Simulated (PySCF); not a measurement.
# C₃H₈O₃Si: electronic excitations

What electronic excitations should C₃H₈O₃Si (`CC(=O)OCO[SiH3]`) show?

The runs use PySCF 2.14.0, with density-fitted response routines of our own; the level of theory stands in each step. All values are computed, except where a source is named. Atoms count from 0, in the outputs and in this text.

## 1. The starting structure

15 atoms, charge 0, multiplicity 1; geometry from: GFN2-xTB.

Bonds of the start (Å): C0–C1 1.50, C1–O2 1.20, C1–O3 1.34, O3–C4 1.42, C4–O5 1.36, O5–Si6 1.64, C0–H7 1.09, C0–H8 1.09, C0–H9 1.09, C4–H10 1.10, C4–H11 1.10, Si6–H12 1.46, Si6–H13 1.46, Si6–H14 1.46.

## 2. Ultraviolet spectrum: CAM-B3LYP/def2-SVPD

What the job is given:

```
{"job": {"kind": "uv", "xc": "CAM-B3LYP", "basis": "def2-SVPD", "nstates": 8, "ntriplets": 3}, "charge": 0, "multiplicity": 1}
C      2.367083     0.344892     0.599876
C      1.102151     0.199618    -0.197058
O      0.585418     1.066683    -0.848507
O      0.618409    -1.051143    -0.117964
C     -0.559784    -1.316278    -0.861225
O     -1.689326    -0.864959    -0.249329
Si    -2.215127     0.674221    -0.035346
H      3.207413     0.057198    -0.029765
H      2.493973     1.380833     0.899705
H      2.341664    -0.311237     1.464165
H     -0.609631    -2.408654    -0.931651
H     -0.447006    -0.870878    -1.861847
H     -1.442219     1.366399     0.994741
H     -3.549691     0.324517     0.431476
H     -2.207739     1.416778    -1.290492
```

Method: TDDFT CAM-B3LYP/def2-SVPD, vertical, gas phase, core orbitals frozen in the response.

The run is started by

```
$ OMP_NUM_THREADS=1 python probes_run.py task.json out
```

One launch serves the whole session: the jobs run in the order shown.

Predict these results of the whole session: lowest singlet (CAM-B3LYP/def2-SVPD); brightest single state of those computed; lowest triplet.

As calculated:

```
                                quantity                        value
    lowest singlet (CAM-B3LYP/def2-SVPD)  5.96 eV (208 nm), f = 0.000
brightest single state of those computed  state 6, 8.15 eV, f = 0.055
                          lowest triplet                      5.47 eV
```

**Reading.** The lowest singlet, at 5.96 eV, is HOMO→LUMO 0.56, HOMO−1→LUMO 0.29 and is dark; of the 8 states computed, the strongest absorption comes from state 6 at 8.15 eV. The lowest triplet lies 0.49 eV below the lowest singlet (triplets in Tamm-Dancoff, singlets in full TDDFT).
